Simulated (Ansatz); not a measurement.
# WS2: the cost of one run

Computed with Ansatz 0.2.0 (DFT LDA, scalar-relativistic, plane waves, PAW, unless a step's input says otherwise).

The COD entry's cell or inner coordinates are ideal or old and differ from later refinements, so a difference from it is no clean test against experiment.

**1. The starting structure**

Symmetry: P6_3/mmc, No. 194, hexagonal system. The conventional cell has a = 3.180 Å, b = 3.180 Å, c = 12.500 Å, α = 90.00°, β = 90.00°, γ = 120.00°. W (site symmetry -6m2) has 6 S at 2.41 Å in its first shell of neighbours. Around S (site symmetry 3m) lie 3 W at 2.41 Å.

Structure file:

```cif
data_structure
_symmetry_space_group_name_H-M 'P 1'
_symmetry_Int_Tables_number 1
_cell_length_a 3.1800
_cell_length_b 3.1800
_cell_length_c 12.5000
_cell_angle_alpha 90.000
_cell_angle_beta 90.000
_cell_angle_gamma 120.000
_cell_volume 109.47
loop_
_atom_site_label
_atom_site_type_symbol
_atom_site_fract_x
_atom_site_fract_y
_atom_site_fract_z
_atom_site_occupancy
W1 W 0.33333 0.66667 0.25000 1
W2 W 0.66667 0.33333 0.75000 1
S1 S 0.33333 0.66667 0.62500 1
S2 S 0.66667 0.33333 0.12500 1
S3 S 0.33333 0.66667 0.87500 1
S4 S 0.66667 0.33333 0.37500 1
```

The structure rests on an entry of the Crystallography Open Database; cell or positions may have been set otherwise for this series.

**2. Relaxing cell and atoms: WS2, no spin**

input.yaml

```yaml
crystal:
  lattice:
    - [3.18, 0.0, 0.0]
    - [-1.59, 2.753960784, 0.0]
    - [0.0, 0.0, 12.5]
  atoms:
    - { symbol: W, position: [0.3333333333, 0.6666666667, 0.25] }
    - { symbol: W, position: [0.6666666667, 0.3333333333, 0.75] }
    - { symbol: S, position: [0.3333333333, 0.6666666667, 0.625] }
    - { symbol: S, position: [0.6666666667, 0.3333333333, 0.125] }
    - { symbol: S, position: [0.3333333333, 0.6666666667, 0.875] }
    - { symbol: S, position: [0.6666666667, 0.3333333333, 0.375] }
scf:
  occupations: { method: fixed }
output:
  forces: true
  stress: true
  eigenvalues: true
  write_density: true
  write_potential: true
  elf: true
  volumetric_format: npy
hamiltonian:
  xc: lda
relax:
  f_tol: 0.001
  max_steps: 60
  cell: { stress_tol: 0.03 }
kpoints:
  mp_grid: { grid: [12, 12, 3] }
```

On the command line:

```
$ ansatz run input.yaml --threads 8 --pin off --max-ram 24576MiB --backend cpu --events-out ev --progress --plain --runs-dir out
```

**Question.** How long does this run take on 8 threads of Intel Xeon Platinum 8375C at 2.90GHz (Ice Lake), shared host, and how much memory does it need?

About 8.8 s, with a peak of 0.63 GiB.
